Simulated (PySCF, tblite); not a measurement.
# C3H11Si3 radical: geometry, infrared bands and EPR parameters

What infrared bands and EPR parameters should C3H11Si3 radical (`[SiH2]C[SiH2]/C=C\[SiH3]`) show?

The runs use tblite 0.8.0 and PySCF 2.14.0, with density-fitted response routines of our own; the level of theory stands in each step. All values are computed, except where a source is named. Atoms are numbered from 0 throughout.

### Step 1. The starting structure

17 atoms, charge 0, multiplicity 2; geometry from: force field or distance geometry start.

Bonds of the start (Å): Si0–C1 1.87, C1–Si2 1.85, Si2–C3 1.82, C3–C4 1.33, C4–Si5 1.83, Si0–H6 1.49, Si0–H7 1.49, C1–H8 1.12, C1–H9 1.12, Si2–H10 1.47, Si2–H11 1.47, C3–H12 1.09, C4–H13 1.10, Si5–H14 1.48, Si5–H15 1.44, Si5–H16 1.48.

### Step 2. Relaxing the molecule with GFN2-xTB

Job settings and geometry (Å):

```
{"job": {"kind": "relax", "xc": "GFN2-xTB", "basis": "xTB"}, "charge": 0, "multiplicity": 2}
Si     3.176200    -0.559300     0.141100
C      1.773300     0.547900     0.704100
Si     0.435600     0.688900    -0.572100
C     -0.381700    -0.935000    -0.708200
C     -1.670800    -1.117800    -0.454600
Si    -2.839200     0.205000     0.014600
H      2.732300    -1.459000    -0.959600
H      4.164800     0.363600    -0.481000
H      2.216600     1.566400     0.856400
H      1.367800     0.191000     1.690200
H      1.093300     1.085300    -1.825100
H     -0.467900     1.767300    -0.141900
H      0.197500    -1.815200    -0.967600
H     -2.081600    -2.133700    -0.559900
H     -3.109800     0.198200     1.473800
H     -2.478700     1.542100    -0.386000
H     -4.134600    -0.123600    -0.625900
```

Launch:

```
OMP_NUM_THREADS=1 python probes_run.py task.json out
```

The driver reads the jobs from task.json and runs them one after another.

**Question.** This job is followed by: GFN2-xTB harmonic vibrations, gas phase; UKS B3LYP, pcH-1 on C H Si, non-relativistic, mean-field spin-orbit, GIAO. What will the session give for the following? strongest single infrared mode (GFN2-xTB); zero-point energy (GFN2-xTB); g(iso) (B3LYP); ⟨S²⟩; largest a(iso) (averaged by class); potential on the surface of density 0.002 e/bohr³, 1st and 99th percentile.

**Answer**, as computed:

```
                                                                  quantity                    value
                                 strongest single infrared mode (GFN2-xTB)     802 cm⁻¹, 547 km/mol
                                              zero-point energy (GFN2-xTB)            71.0 kcal/mol
                                                            g(iso) (B3LYP)                  2.00360
                                                                      ⟨S²⟩       0.752 (exact 0.75)
                                        largest a(iso) (averaged by class)  29Si on Si0, -424.6 MHz
potential on the surface of density 0.002 e/bohr³, 1st and 99th percentile       -0.34 V and 0.99 V
```

What this shows: Relaxing lowered the energy by 0.453 eV in 122 steps; the close pair that moved most is C1–Si2, from 1.854 to 1.912 Å. The lowest mode is slightly imaginary (13i cm⁻¹), a soft motion within the noise of the Hessian, so the minimum is not strictly shown. Unscaled tight-binding wavenumbers are off by several per cent, some by more. Its intensities can rank the bands wrongly. Most of the unpaired spin sits on Si0 (0.98 e). The isotropic g lies 1.3 ppt above the free-electron value. These values are for one conformer; the search (at its own cheap level) found 2 more, at 0.36, 0.65 kcal/mol, and measured spectra average over such forms.
